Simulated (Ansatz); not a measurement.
# GePHF (doublet): wave-function methods side by side, cc-pVDZ

Aim: climb from Hartree-Fock through coupled cluster for GePHF (doublet) at one geometry and basis, and see what each rung misses.

The runs use Ansatz 0.2.0, Gaussian basis; cc-pVDZ, core rule «outside noble gas», up to 20 orbitals frozen.

Plan: UHF; CCSD(T) on ROHF; CCSD(T) on UHF; BCCD(T) on ROHF; CISD as a restricted active space (open shells left free, so some higher excitations enter); CCSDT(Q) on ROHF; CCSDT(Q) on UHF.

5 further runs of the same task are left out: 5 set aside as unsound or not needed. Runs told in other sessions of the task aren't counted.

## (1) What is computed

The geometry is a PBE0/def2-TZVP stationary point (not a proven minimum) of the parent state, kept for this charge and spin. No spin-orbit coupling is included. The filled d shell of Ge may be among the frozen orbitals whatever the setting's name suggests.

4 atoms, charge 0, spin multiplicity 2.

Atoms are counted from 1 here; the program's logs count them from 0.

Bond lengths: F1–Ge2 1.761 Å, Ge2–P3 2.420 Å, P3–H4 1.429 Å. Angles: F1–Ge2–P3 106.8°, Ge2–P3–H4 98.0°.

## (2) UHF

Input file in.yaml:

```yaml
crystal:
  periodic: [false, false, false]
  atoms:
    - {symbol: F, position_ang: [0.022711, 1.080147, 1.412008]}
    - {symbol: Ge, position_ang: [0.011442, -0.399531, 0.456732]}
    - {symbol: P, position_ang: [-0.083579, 0.267677, -1.867263]}
    - {symbol: H, position_ang: [1.315683, 0.208221, -2.149646]}
basis:
  gaussian: {orbitals: cc-pVDZ}
magnetization: {spin_polarized: true, initial_magnetization: 1}
hamiltonian: {xc: hf}
output: {orbitals: {seedname: orbitals}}
```

On the command line:

```
$ ansatz run in.yaml --threads 1 --pin off --events-out ev --progress --plain --max-ram 2560MiB --backend cpu
```

Further steps of the session: CCSD(T) on ROHF; CCSD(T) on UHF; BCCD(T) on ROHF; CISD as a restricted active space (open shells left free, so some higher excitations enter); CCSDT(Q) on ROHF; CCSDT(Q) on UHF.

**Question.** What will the summary of the whole plan be? Wanted: UCCSDT(Q) from the RHF energy; RMP2 from UCCSDT(Q); UMP2 from UCCSDT(Q); RCCSD from UCCSDT(Q); RCCSD(T) from UCCSDT(Q); UCCSD(T) from UCCSDT(Q); RCCSDT(Q) from UCCSDT(Q); T1 diagnostic.

As calculated:

| quantity | value |
| --- | --- |
| UCCSDT(Q) from the ROHF energy | -11.1015 eV |
| RMP2 from UCCSDT(Q) | +1216.9 meV |
| UMP2 from UCCSDT(Q) | +1271.9 meV |
| RCCSD from UCCSDT(Q) | +346.9 meV |
| RCCSD(T) from UCCSDT(Q) | +65.2 meV |
| UCCSD(T) from UCCSDT(Q) | +66.8 meV |
| RCCSDT(Q) from UCCSDT(Q) | +4.7 meV |
| levels within 1 kcal/mol (43 meV) | RCCSDT, UCCSDT, RCCSDT(Q) |
| T1 diagnostic | 0.022 |

What this shows: RCCSD(T) lands +65.2 meV from the yardstick (0.6 % of the correlation energy). Coupled cluster took another determinant than the lowest Hartree-Fock one. These misses are within one basis, not against nature; the frozen cores of restricted and unrestricted runs differ, which can shift their rows.
